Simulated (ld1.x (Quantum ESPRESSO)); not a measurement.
**How the radius of the model core shapes an RRKJ potential for F**

One potential is built and tested. Then the radius of the model core is changed, to learn what it costs or gains.

Method: ld1.x (Quantum ESPRESSO) 7.5, LDA (PZ), scalar-relativistic.

**1. Starting point**

Typed settings, in words:

- element: fluorine (F, Z = 9)
- type: norm-conserving RRKJ (Kleinman–Bylander form)
- frozen core: [He]
- valence charge: 7
- reference configuration: 2s2 2p4 (charge +1)
- partial waves: 2s (bound): rc 0.85 bohr; 2p (bound): rc 0.90 bohr
- local potential: all-electron potential smoothed inside 0.75 bohr (lloc = -2)
- core correction: a·sin(br)/r model core, default radius (core density twice the valence density)

**2. The first potential**

Contents of F.in:

```
 &input
   title='F', zed=9., rel=1, dft='PZ', iswitch=3,
   config='[He] 2s2 2p4',
   nld=2, rlderiv=1.00, eminld=-5.0, emaxld=5.0, deld=0.02
 /
 &inputp
   pseudotype=2, tm=.false., lloc=-2, rcloc=0.75,
   nlcc=.true.,
   file_pseudopw='F.UPF', file_wfcaegen='ae.wfc', file_wfcncgen='nc.wfc', file_beta='beta', file_chi='chi'
 /
2
2S  1  0   2.00   0.00  0.85  0.85  0.0
2P  2  1   4.00   0.00  0.90  0.90  0.0
 &test
   configts(1)='2s2 2p4'
 /
```

Launch:

```
$ ld1.x < F.in > F.out
```

Output in F.out (without the banner and most projector matrices):

```text
     Program LD1 v.7.5
     --------------------------- All-electron run ----------------------------

     F
     scalar relativistic calculation

     atomic number is  9.00
     dft =PZ   lsd =0 sic =0 latt =0  beta=0.20 tr2=1.0E-14
     Exchange-correlation= PZ
                           (   1   1   0   0   0   0   0)
     mesh =1105 r(mesh) =  99.76081 a.u. xmin = -7.00 dx = 0.01250
     1 Ry =  13.60569312 eV, c = 137.03599908

     n l     nl                  e(Ry)          e(Ha)          e(eV)
     1 0     1S 1( 2.00)       -49.9557       -24.9778      -679.6818
     2 0     2S 1( 2.00)        -3.4597        -1.7298       -47.0711
     2 1     2P 1( 4.00)        -2.0914        -1.0457       -28.4550

     final scf error:  9.4E-15 reached in  21 iterations

     Etot =    -196.936241 Ry,     -98.468121 Ha,   -2679.454061 eV

     Ekin =     196.500918 Ry,      98.250459 Ha,    2673.531195 eV
     Encl =    -462.765269 Ry,    -231.382634 Ha,   -6296.242235 eV
     Eh   =      87.557802 Ry,      43.778901 Ha,    1191.284586 eV
     Exc  =     -18.229693 Ry,      -9.114846 Ha,    -248.027607 eV

     normalization and overlap integrals

     s(1S/1S) =  1.000000  <r> =   0.1772  <r2> =    0.0424  r(max) =   0.1154
     s(2S/2S) =  1.000000  <r> =   0.9670  <r2> =    1.1275  r(max) =   0.7522
     s(2P/2P) =  1.000000  <r> =   0.9828  <r2> =    1.2432  r(max) =   0.6806

     ------------------------ End of All-electron run ------------------------

     --------------------- Generating NC pseudopotential ---------------------

      Generating local potential from pseudized AE potential:
      Matching radius rcloc =   0.7500
      Enforcing V''(0)=0 (lloc=-2)

      Local pseudo, rcloc= 0.743 Estimated cut-off energy=    54.39 Ry

      Computing core charge for nlcc:

       r > 0.29 : true rho core
       r < 0.29 : rho core = a sin(br)/r    a=  18.65  b=   8.83

      Integrated core pseudo-charge :   0.91

      Wfc   2S  rcut= 0.842  Estimated cut-off energy=      175.68 Ry
      This function has    0 nodes for 0 < r <    0.842

      Wfc   2P  rcut= 0.907  Estimated cut-off energy=      213.12 Ry
      This function has    0 nodes for 0 < r <    0.907

     ------------------- End of pseudopotential generation -------------------

     [... the all-electron block is printed once more ...]


     Computing logarithmic derivative in   0.99655
     Computing logarithmic derivative in   0.99655
     Computing the partial wave expansion
     R is outside the sphere for l=    0 j= 0.00
     R is outside the sphere for l=    1 j= 0.00

     ---------------------- Testing the pseudopotential ----------------------

     F
     scalar relativistic calculation

     atomic number is  9.00   valence charge is  7.00
     dft =PZ   lsd =0 sic =0 latt =0  beta=0.20 tr2=1.0E-14
     mesh =1105 r(mesh) =  99.76081 xmin = -7.00 dx = 0.01250

     n l     nl             e AE (Ry)        e PS (Ry)    De AE-PS (Ry)
     1 0     2S   1( 2.00)       -3.45966       -3.45970        0.00004
     2 1     2P   1( 4.00)       -2.09141       -2.09143        0.00002

     eps = 1.4E-16  iter =  4

     Etot =    -196.936241 Ry,     -98.468121 Ha,   -2679.454061 eV
     Etotps =   -49.108826 Ry,     -24.554413 Ha,    -668.159622 eV

     Ekin =      33.839249 Ry,      16.919624 Ha,     460.406433 eV
     Encl =    -100.184940 Ry,     -50.092470 Ha,   -1363.085548 eV
     Ehrt =      33.705586 Ry,      16.852793 Ha,     458.587860 eV
     Ecxc =     -10.582318 Ry,      -5.291159 Ha,    -143.979774 eV
     (Ecc =      -2.347846 Ry,      -1.173923 Ha,     -31.944066 eV)
     Epseu=      -5.886403 Ry,      -2.943202 Ha,     -80.088593 eV

     ---------------------- End of pseudopotential test ----------------------
```

It took 1.8 s on 1 thread, shared host. (Generation and the later configuration tests together.)

All-electron and pseudo partial waves u(r) = r·R(r), from the program's wave files:

| r (bohr) | 2s AE | 2s PS | 2p AE | 2p PS |
| --- | --- | --- | --- | --- |
| 0.045 | -0.3748 | 0.0321 | 0.0386 | 0.0184 |
| 0.090 | -0.4698 | 0.0699 | 0.1275 | 0.0718 |
| 0.135 | -0.4073 | 0.1179 | 0.2389 | 0.1553 |
| 0.180 | -0.2623 | 0.1794 | 0.3560 | 0.2612 |
| 0.225 | -0.0807 | 0.2554 | 0.4692 | 0.3802 |
| 0.270 | 0.1098 | 0.3447 | 0.5728 | 0.5029 |
| 0.315 | 0.2926 | 0.4441 | 0.6641 | 0.6204 |
| 0.360 | 0.4588 | 0.5489 | 0.7421 | 0.7255 |
| 0.405 | 0.6037 | 0.6533 | 0.8066 | 0.8132 |
| 0.450 | 0.7260 | 0.7519 | 0.8582 | 0.8814 |
| 0.495 | 0.8257 | 0.8396 | 0.8979 | 0.9298 |
| 0.540 | 0.9041 | 0.9129 | 0.9269 | 0.9604 |
| 0.585 | 0.9632 | 0.9700 | 0.9462 | 0.9761 |
| 0.630 | 1.0049 | 1.0104 | 0.9570 | 0.9803 |
| 0.675 | 1.0315 | 1.0354 | 0.9606 | 0.9765 |
| 0.720 | 1.0452 | 1.0473 | 0.9580 | 0.9672 |
| 0.765 | 1.0478 | 1.0486 | 0.9501 | 0.9545 |
| 0.810 | 1.0414 | 1.0414 | 0.9380 | 0.9394 |
| 0.855 | 1.0273 | 1.0273 | 0.9222 | 0.9224 |
| 0.900 | 1.0072 | 1.0072 | 0.9034 | 0.9034 |
| 0.945 | 0.9822 | 0.9822 | 0.8824 | 0.8824 |
| 0.990 | 0.9535 | 0.9535 | 0.8595 | 0.8595 |
| 1.035 | 0.9219 | 0.9219 | 0.8353 | 0.8353 |
| 1.080 | 0.8882 | 0.8882 | 0.8100 | 0.8100 |
| 1.125 | 0.8531 | 0.8531 | 0.7840 | 0.7840 |
| 1.170 | 0.8172 | 0.8172 | 0.7575 | 0.7575 |

**3. Testing the new file in other configurations**

Contents of F.test.in:

```
 &input
   title='F', zed=9., rel=1, dft='PZ', iswitch=2,
   config='[He] 2s2 2p4'
 /
 &test
   file_pseudo='F.UPF', nconf=10,
   configts(1)='2s2 2p4',
   configts(2)='2s2 2p5',
   configts(3)='2s2 2p3',
   configts(4)='2s2 2p2',
   configts(5)='2s1 2p6',
   configts(6)='2s2 2p1',
   configts(7)='2s2 2p5.3',
   configts(8)='2s1 2p5',
   configts(9)='2s2 2p4', lsdts(9)=1,
   configts(10)='2s2 2p5', lsdts(10)=1
 /
```

Launch:

```
$ ld1.x < F.test.in > F.test.out
```

F.test.out, the pseudopotential blocks:

```text
     ---------------------- Testing the pseudopotential ----------------------

     F
     scalar relativistic calculation

     atomic number is  9.00   valence charge is  7.00
     dft =PZ   lsd =0 sic =0 latt =0  beta=0.20 tr2=1.0E-14
     mesh =1105 r(mesh) =  99.76081 xmin = -7.00 dx = 0.01250

     n l     nl             e AE (Ry)        e PS (Ry)    De AE-PS (Ry)
     1 0     2S   1( 2.00)       -3.45966       -3.45970        0.00004
     2 1     2P   1( 4.00)       -2.09141       -2.09143        0.00002

     eps = 2.8E-15  iter = 16

     Etot =    -196.936241 Ry,     -98.468121 Ha,   -2679.454061 eV
     Etotps =   -49.108826 Ry,     -24.554413 Ha,    -668.159621 eV

     Ekin =      33.839249 Ry,      16.919624 Ha,     460.406436 eV
     Encl =    -100.184940 Ry,     -50.092470 Ha,   -1363.085550 eV
     Ehrt =      33.705586 Ry,      16.852793 Ha,     458.587861 eV
     Ecxc =     -10.582318 Ry,      -5.291159 Ha,    -143.979774 eV
     (Ecc =      -2.347846 Ry,      -1.173923 Ha,     -31.944066 eV)
     Epseu=      -5.886403 Ry,      -2.943202 Ha,     -80.088594 eV

     ---------------------- End of pseudopotential test ----------------------

     ---------------------- Testing the pseudopotential ----------------------

     F
     [...]
     n l     nl             e AE (Ry)        e PS (Ry)    De AE-PS (Ry)
     1 0     2S   1( 2.00)       -2.17900       -2.17855       -0.00045
     2 1     2P   1( 5.00)       -0.83014       -0.83007       -0.00007

     eps = 2.3E-16  iter = 17

     Etot =    -198.373517 Ry,     -99.186759 Ha,   -2699.009202 eV
     Etotps =   -50.546214 Ry,     -25.273107 Ha,    -687.716278 eV
     dEtot_ae =      -1.437276 Ry
     dEtot_ps =      -1.437388 Ry,   Delta E=       0.000111 Ry

     [...]
     ---------------------- End of pseudopotential test ----------------------

     ---------------------- Testing the pseudopotential ----------------------

     F
     [...]
     n l     nl             e AE (Ry)        e PS (Ry)    De AE-PS (Ry)
     1 0     2S   1( 2.00)       -4.96896       -4.96860       -0.00037
     2 1     2P   1( 3.00)       -3.60977       -3.60812       -0.00165

     eps = 2.3E-15  iter = 12

     Etot =    -194.105637 Ry,     -97.052818 Ha,   -2640.941730 eV
     Etotps =   -46.278654 Ry,     -23.139327 Ha,    -629.653166 eV
     dEtot_ae =       2.830604 Ry
     dEtot_ps =       2.830172 Ry,   Delta E=       0.000432 Ry

     [...]
     ---------------------- End of pseudopotential test ----------------------

     ---------------------- Testing the pseudopotential ----------------------

     F
     [...]
     n l     nl             e AE (Ry)        e PS (Ry)    De AE-PS (Ry)
     1 0     2S   1( 2.00)       -6.67045       -6.66653       -0.00392
     2 1     2P   1( 2.00)       -5.35372       -5.34527       -0.00845  !

     eps = 7.2E-15  iter = 11

     Etot =    -189.641922 Ry,     -94.820961 Ha,   -2580.209791 eV
     Etotps =   -41.819211 Ry,     -20.909606 Ha,    -568.979353 eV
     dEtot_ae =       7.294319 Ry
     dEtot_ps =       7.289615 Ry,   Delta E=       0.004704 Ry

     [...]
     ---------------------- End of pseudopotential test ----------------------

     ---------------------- Testing the pseudopotential ----------------------

     F
     [...]
     n l     nl             e AE (Ry)        e PS (Ry)    De AE-PS (Ry)
     1 0     2S   1( 1.00)       -2.21457       -2.21266       -0.00192
     2 1     2P   1( 6.00)       -0.86013       -0.86016        0.00003

     eps = 9.7E-15  iter = 15

     Etot =    -197.021864 Ry,     -98.510932 Ha,   -2680.619019 eV
     Etotps =   -49.195718 Ry,     -24.597859 Ha,    -669.341843 eV
     dEtot_ae =      -0.085623 Ry
     dEtot_ps =      -0.086892 Ry,   Delta E=       0.001269 Ry

     [...]
     ---------------------- End of pseudopotential test ----------------------

     ---------------------- Testing the pseudopotential ----------------------

     F
     [...]
     n l     nl             e AE (Ry)        e PS (Ry)    De AE-PS (Ry)
     1 0     2S   1( 2.00)       -8.53979       -8.52565       -0.01415  !
     2 1     2P   1( 1.00)       -7.30089       -7.27530       -0.02559  !

     eps = 1.2E-17  iter =  8

     Etot =    -183.330830 Ry,     -91.665415 Ha,   -2494.343010 eV
     Etotps =   -35.523819 Ry,     -17.761910 Ha,    -483.326182 eV
     dEtot_ae =      13.605411 Ry
     dEtot_ps =      13.585007 Ry,   Delta E=       0.020404 Ry

     [...]
     ---------------------- End of pseudopotential test ----------------------

     ---------------------- Testing the pseudopotential ----------------------

     F
     [...]
     n l     nl             e AE (Ry)        e PS (Ry)    De AE-PS (Ry)
     1 0     2S   1( 2.00)       -1.84968       -1.84911       -0.00057
     2 1     2P   1( 5.30)       -0.51076       -0.51061       -0.00014

     eps = 7.5E-15  iter = 14

     Etot =    -198.573859 Ry,     -99.286929 Ha,   -2701.734987 eV
     Etotps =   -50.746541 Ry,     -25.373270 Ha,    -690.441863 eV
     dEtot_ae =      -1.637618 Ry
     dEtot_ps =      -1.637715 Ry,   Delta E=       0.000097 Ry

     [...]
     ---------------------- End of pseudopotential test ----------------------

     ---------------------- Testing the pseudopotential ----------------------

     F
     [...]
     n l     nl             e AE (Ry)        e PS (Ry)    De AE-PS (Ry)
     1 0     2S   1( 1.00)       -3.47262       -3.47129       -0.00133
     2 1     2P   1( 5.00)       -2.09859       -2.09911        0.00052

     eps = 5.8E-16  iter = 18

     Etot =    -195.565088 Ry,     -97.782544 Ha,   -2660.798571 eV
     Etotps =   -47.738587 Ry,     -23.869293 Ha,    -649.516564 eV
     dEtot_ae =       1.371153 Ry
     dEtot_ps =       1.370239 Ry,   Delta E=       0.000914 Ry

     [...]
     ---------------------- End of pseudopotential test ----------------------

     ---------------------- Testing the pseudopotential ----------------------

     F
     [...]
     n l     nl             e AE (Ry)        e PS (Ry)    De AE-PS (Ry)
     1 0     2S   1( 1.00)       -3.56643       -3.57129        0.00486
     2 1     2P   1( 3.00)       -2.20098       -2.20267        0.00169
     1 0     2S   2( 1.00)       -3.30103       -3.29512       -0.00590  !
     2 1     2P   2( 1.00)       -1.92997       -1.92750       -0.00247

     eps = 3.3E-15  iter = 12

     Etot =    -197.070933 Ry,     -98.535467 Ha,   -2681.286638 eV
     Etotps =   -49.245575 Ry,     -24.622788 Ha,    -670.020182 eV
     dEtot_ae =      -0.134692 Ry
     dEtot_ps =      -0.136749 Ry,   Delta E=       0.002057 Ry

     [...]
     ---------------------- End of pseudopotential test ----------------------

     ---------------------- Testing the pseudopotential ----------------------

     F
     [...]
     n l     nl             e AE (Ry)        e PS (Ry)    De AE-PS (Ry)
     1 0     2S   1( 1.00)       -2.23112       -2.23281        0.00168
     2 1     2P   1( 3.00)       -0.88094       -0.88165        0.00071
     1 0     2S   2( 1.00)       -2.11613       -2.11335       -0.00278
     2 1     2P   2( 2.00)       -0.76941       -0.76842       -0.00098

     eps = 4.9E-16  iter = 17

     Etot =    -198.401386 Ry,     -99.200693 Ha,   -2699.388377 eV
     Etotps =   -50.574507 Ry,     -25.287254 Ha,    -688.101224 eV
     dEtot_ae =      -1.465145 Ry
     dEtot_ps =      -1.465681 Ry,   Delta E=       0.000536 Ry

     [...]
     ---------------------- End of pseudopotential test ----------------------
```

Excitation and ionisation energies from 2s2 2p4, with the error of the potential. Spin-polarised rows fill open shells by Hund's rule and count from the unpolarised reference. The frozen-core shift comes from a second all-electron run, not shown, with the core orbitals held at their reference shape; it is that run's ΔE less the relaxed one.

| valence configuration | charge | ΔE all-electron (eV) | error AE − PS (meV) | frozen-core shift (meV) |
| --- | --- | --- | --- | --- |
| 2s2 2p5 | 0 | -19.555 | +1.5 | +0.1 |
| 2s2 2p3 | +2 | 38.512 | +5.9 | +0.5 |
| 2s2 2p2 | +3 | 99.244 | +64 | +3.6 |
| 2s1 2p6 | 0 | -1.165 | +17 | +0.5 |
| 2s2 2p1 | +4 | 185.111 | +278 | +15 |
| 2s2 2p5.3 | -0.3 | -22.281 | +1.3 | +0.1 |
| 2s1 2p5 | +1 | 18.655 | +12 | +0.6 |
| 2s2 2p4 (spin-polarised) | +1 | -1.833 | +28 | +1.8 |
| 2s2 2p5 (spin-polarised) | 0 | -19.934 | +7.3 | +0.4 |

**4. Scattering by logarithmic derivatives**

Taken from the files of the generation run. The phase is arctan(r·u′/u) with u = r·R, unwrapped, with energies in Ry. A pole is an energy at which the radial function vanishes at the test radius. The pseudo phase is shifted by a multiple of π to meet the all-electron one at the reference energy. Levels narrower than the energy grid can be missing from the poles. The last column is the largest difference on the grid between −1 and +1 Ry.

| channel | radius (bohr) | reference (Ry) | poles AE | poles PS | window around the reference with phases within 0.05 rad (Ry) | largest difference near zero (rad) |
| --- | --- | --- | --- | --- | --- | --- |
| s | 1.00 | -3.46 | 3.88 | 3.80 | the whole range | 0.002 |
| p | 1.00 | -2.09 | 3.02 | 3.11 | the whole range | 0.003 |

Phases (rad) along the scan:

| E (Ry) | p AE | p PS | s AE | s PS |
| --- | --- | --- | --- | --- |
| -5.00 | 0.780 | 0.782 | 0.145 | 0.144 |
| -4.48 | 0.660 | 0.661 | -0.113 | -0.113 |
| -3.96 | 0.493 | 0.495 | -0.380 | -0.380 |
| -3.44 | 0.266 | 0.267 | -0.623 | -0.623 |
| -2.92 | -0.029 | -0.029 | -0.822 | -0.822 |
| -2.40 | -0.360 | -0.360 | -0.978 | -0.978 |
| -1.88 | -0.664 | -0.664 | -1.098 | -1.099 |
| -1.36 | -0.904 | -0.903 | -1.192 | -1.192 |
| -0.84 | -1.080 | -1.079 | -1.265 | -1.266 |
| -0.32 | -1.208 | -1.207 | -1.325 | -1.326 |
| 0.20 | -1.304 | -1.302 | -1.373 | -1.375 |
| 0.72 | -1.377 | -1.375 | -1.414 | -1.416 |
| 1.24 | -1.436 | -1.433 | -1.449 | -1.451 |
| 1.76 | -1.483 | -1.480 | -1.479 | -1.481 |
| 2.28 | -1.523 | -1.519 | -1.506 | -1.508 |
| 2.80 | -1.558 | -1.553 | -1.529 | -1.531 |
| 3.32 | -1.588 | -1.582 | -1.550 | -1.553 |
| 3.84 | -1.615 | -1.609 | -1.569 | -1.572 |
| 4.36 | -1.640 | -1.633 | -1.587 | -1.590 |
| 4.88 | -1.663 | -1.655 | -1.604 | -1.607 |

**5. Cutoff and ghost test in a Bessel basis**

A separate test, outside the generator: the pseudo-atom's Hamiltonian at the reference potential is diagonalised in spherical Bessel functions j_l(qr) that vanish at 20 bohr, with q² up to the cutoff.

All-electron valence levels (Ry): 2s -3.4597, 2p -2.0914. The lowest levels of each channel (Ry) by cutoff; the last column sums, over occupied levels, occupation times the distance from the level at 400 Ry. A positive value at high cutoff is not a bound level.

| cutoff (Ry) | s #1 | p #1 | d #1 | f #1 | Σ f·Δε (mRy) |
| --- | --- | --- | --- | --- | --- |
| 8 | -2.9961 | -0.8162 | -0.1227 | -0.0412 | 6029.1 |
| 15 | -3.0545 | -1.0956 | -0.1229 | -0.0412 | 4794.7 |
| 21 | -3.0682 | -1.2525 | -0.1230 | -0.0412 | 4139.8 |
| 35 | -3.1728 | -1.5837 | -0.1230 | -0.0412 | 2605.6 |
| 45 | -3.2569 | -1.7440 | -0.1230 | -0.0412 | 1796.3 |
| 60 | -3.3555 | -1.8990 | -0.1230 | -0.0412 | 979.1 |
| 80 | -3.4169 | -2.0268 | -0.1230 | -0.0412 | 345.1 |
| 110 | -3.4526 | -2.0831 | -0.1230 | -0.0412 | 48.7 |
| 140 | -3.4592 | -2.0909 | -0.1230 | -0.0412 | 4.2 |
| 160 | -3.4597 | -2.0915 | -0.1230 | -0.0412 | 0.6 |
| 200 | -3.4598 | -2.0916 | -0.1230 | -0.0412 | 0.3 |
| 400 | -3.4599 | -2.0916 | -0.1230 | -0.0412 | 0.0 |

The sum stays within 10 mRy from 140 Ry and within 1 mRy from 160 Ry. The sum leaves out empty levels, which can need more. Ghost test: no level below the all-electron spectrum of its channel (s, p, d, f tested).

**6. Now with core correction none (was a·sin(br)/r model core, default radius …**

In full, the change is: core correction none (was a·sin(br)/r model core, default radius (core density twice the valence density)).

F.in: that of step 2 with these lines changed.

```diff
@@ -7,3 +7,3 @@
    pseudotype=2, tm=.false., lloc=-2, rcloc=0.75,
-   nlcc=.true.,
+   nlcc=.false.,
    file_pseudopw='F.UPF', file_wfcaegen='ae.wfc', file_wfcncgen='nc.wfc', file_beta='beta', file_chi='chi'
```

Launch:

```
$ ld1.x < F.in > F.out
```

The output, F.out (without the banner and most projector matrices):

```text
     Program LD1 v.7.5
     [... all-electron run as in step 2 ...]


     --------------------- Generating NC pseudopotential ---------------------

      Generating local potential from pseudized AE potential:
      Matching radius rcloc =   0.7500
      Enforcing V''(0)=0 (lloc=-2)

      Local pseudo, rcloc= 0.743 Estimated cut-off energy=    54.39 Ry

      Wfc   2S  rcut= 0.842  Estimated cut-off energy=      175.68 Ry
      This function has    0 nodes for 0 < r <    0.842

      Wfc   2P  rcut= 0.907  Estimated cut-off energy=      213.12 Ry
      This function has    0 nodes for 0 < r <    0.907

     ------------------- End of pseudopotential generation -------------------

     [... all-electron run as in step 2 ...]


     Computing logarithmic derivative in   0.99655
     Computing logarithmic derivative in   0.99655
     Computing the partial wave expansion
     R is outside the sphere for l=    0 j= 0.00
     R is outside the sphere for l=    1 j= 0.00

     ---------------------- Testing the pseudopotential ----------------------

     F
     scalar relativistic calculation

     atomic number is  9.00   valence charge is  7.00
     dft =PZ   lsd =0 sic =0 latt =0  beta=0.20 tr2=1.0E-14
     mesh =1105 r(mesh) =  99.76081 xmin = -7.00 dx = 0.01250

     n l     nl             e AE (Ry)        e PS (Ry)    De AE-PS (Ry)
     1 0     2S   1( 2.00)       -3.45966       -3.45970        0.00004
     2 1     2P   1( 4.00)       -2.09141       -2.09143        0.00002

     eps = 8.0E-17  iter =  4

     Etot =    -196.936241 Ry,     -98.468121 Ha,   -2679.454061 eV
     Etotps =   -46.583905 Ry,     -23.291952 Ha,    -633.806313 eV

     Ekin =      33.839249 Ry,      16.919624 Ha,     460.406434 eV
     Encl =    -100.541283 Ry,     -50.270641 Ha,   -1367.933839 eV
     Ehrt =      33.705586 Ry,      16.852793 Ha,     458.587860 eV
     Ecxc =      -7.701054 Ry,      -3.850527 Ha,    -104.778175 eV
     Epseu=      -5.886403 Ry,      -2.943202 Ha,     -80.088594 eV

     ---------------------- End of pseudopotential test ----------------------
```

Run time: 1 s. Hardware: 1 thread, shared host. This counts the later configuration tests of the new file too.

The new file went through the configuration test as well (its log is not shown).

Energies count from the reference configuration 2s2 2p4; the error is all-electron less pseudo. Spin-polarised rows fill open shells by Hund's rule and count from the unpolarised reference.

| valence configuration | charge | ΔE all-electron (eV) | error AE − PS (meV) |
| --- | --- | --- | --- |
| 2s2 2p5 | 0 | -19.555 | +3.0 |
| 2s2 2p3 | +2 | 38.512 | +13 |
| 2s2 2p2 | +3 | 99.244 | +114 |
| 2s1 2p6 | 0 | -1.165 | +28 |
| 2s2 2p1 | +4 | 185.111 | +474 |
| 2s2 2p5.3 | -0.3 | -22.281 | +3.3 |
| 2s1 2p5 | +1 | 18.655 | +19 |
| 2s2 2p4 (spin-polarised) | +1 | -1.833 | +173 |
| 2s2 2p5 (spin-polarised) | 0 | -19.934 | +36 |

Compared with the first run, the loose cutoff stays at 140 Ry, the largest test error goes from +278 to +474 meV and there is no bound ghost. The cutoff and ghost tests hold the potential at its reference, so a core or compensation setting can't move them.

(Part 1 of 2 ends here.)
